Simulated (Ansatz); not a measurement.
# C₂H₉NSi₂: one species, many methods

One table from this session's results is given with a row withheld; the runs are named, their logs left out.

Method: functionals in def2-TZVPP, the program's frozen cores in correlated methods; program: Ansatz 0.2.0, Gaussian basis.

Levels to be run: PBE-D4, r2SCAN-D4, PBE0-D4, B3LYP-D4, ωB97X-V, ωB97M-V, B2PLYP; CCSD(T)/def2-TZVPP; MP2/def2-QZVPP; extrapolation to the limit.

### Structure used throughout

An earlier PBE0-D4 in a triple-zeta def2 set relaxation fixed the geometry.

14 atoms, charge 0, spin multiplicity 1.

Atoms are counted from 1 here; the program's logs count them from 0.

Bond lengths: C1–C2 1.500 Å, C1–H6 1.095 Å, C1–H7 1.091 Å, C1–H8 1.095 Å, C2–Si3 1.911 Å, C2–N4 1.266 Å, Si3–H9 1.490 Å, Si3–H10 1.484 Å, Si3–H11 1.484 Å, N4–Si5 1.733 Å, Si5–H12 1.484 Å, Si5–H13 1.484 Å, Si5–H14 1.495 Å. Angles: C2–C1–H6 109.9°, C2–C1–H7 112.3°, C2–C1–H8 109.9°, H6–C1–H7 109.3°, H6–C1–H8 106.2°, H7–C1–H8 109.2°, C1–C2–Si3 120.1°, C1–C2–N4 126.4°, Si3–C2–N4 113.5°, C2–Si3–H9 111.8°, C2–Si3–H10 108.4°, C2–Si3–H11 108.5°, H9–Si3–H10 109.0°, H9–Si3–H11 109.2°, H10–Si3–H11 109.9°, C2–N4–Si5 134.1°, N4–Si5–H12 106.7°, N4–Si5–H13 106.7° and more.

Set-up of the first run:

in.yaml

```yaml
crystal:
  periodic: [false, false, false]
  atoms:
    - {symbol: C, position_ang: [-0.429771, 0.452370, 1.418826]}
    - {symbol: C, position_ang: [0.014950, -0.330621, 0.218798]}
    - {symbol: Si, position_ang: [0.386534, -2.198465, 0.377116]}
    - {symbol: N, position_ang: [0.188729, 0.121847, -0.950677]}
    - {symbol: Si, position_ang: [0.023548, 1.687039, -1.676098]}
    - {symbol: H, position_ang: [-1.350396, 0.020438, 1.824361]}
    - {symbol: H, position_ang: [-0.598082, 1.505036, 1.186324]}
    - {symbol: H, position_ang: [0.319741, 0.373697, 2.213058]}
    - {symbol: H, position_ang: [0.110041, -2.702423, 1.752168]}
    - {symbol: H, position_ang: [1.820173, -2.418809, 0.061580]}
    - {symbol: H, position_ang: [-0.463487, -2.932017, -0.592615]}
    - {symbol: H, position_ang: [1.351171, 2.039114, -2.238314]}
    - {symbol: H, position_ang: [-0.964920, 1.546198, -2.774112]}
    - {symbol: H, position_ang: [-0.420931, 2.807296, -0.791718]}
basis:
  gaussian: {orbitals: def2-TZVPP}
hamiltonian: {xc: pbe, dispersion: d4}
output: {forces: true, orbitals: {seedname: orbitals}}
```

Started as:

```sh
ansatz run in.yaml --threads 4 --pin off --events-out ev --progress --plain --max-ram 10444MiB
```

Steps of the session up to this table: PBE-D4 (GGA); r2SCAN-D4 (meta-GGA); PBE0-D4 (hybrid); B3LYP-D4 (hybrid); ωB97X-V (range-separated); ωB97M-V (range-separated); B2PLYP (double hybrid); CCSD(T) in def2-TZVPP; MP2 in def2-QZVPP.

One of the session's tables, all rows but one given; the rest of the session is left out.

It belongs to the step «Atomisation energies». 

```
            method  atomisation energy (eV)
            PBE-D4                   50.934
         r2SCAN-D4                   50.396
           PBE0-D4                   50.292
          B3LYP-D4                   50.656
           ωB97X-V                   50.747
           ωB97M-V                   50.592
            B2PLYP                   49.925
     HF/def2-TZVPP                        ?
    MP2/def2-TZVPP                   49.321
   CCSD/def2-TZVPP                   48.457
CCSD(T)/def2-TZVPP                   49.114
           MP2/CBS                   50.634
       CCSD(T)/CBS                   50.428
```

Q: Estimate the row for HF/def2-TZVPP from the others.

**Answer.** atomisation energy (eV): 37.115. In the column «atomisation energy (eV)» it is the lowest.
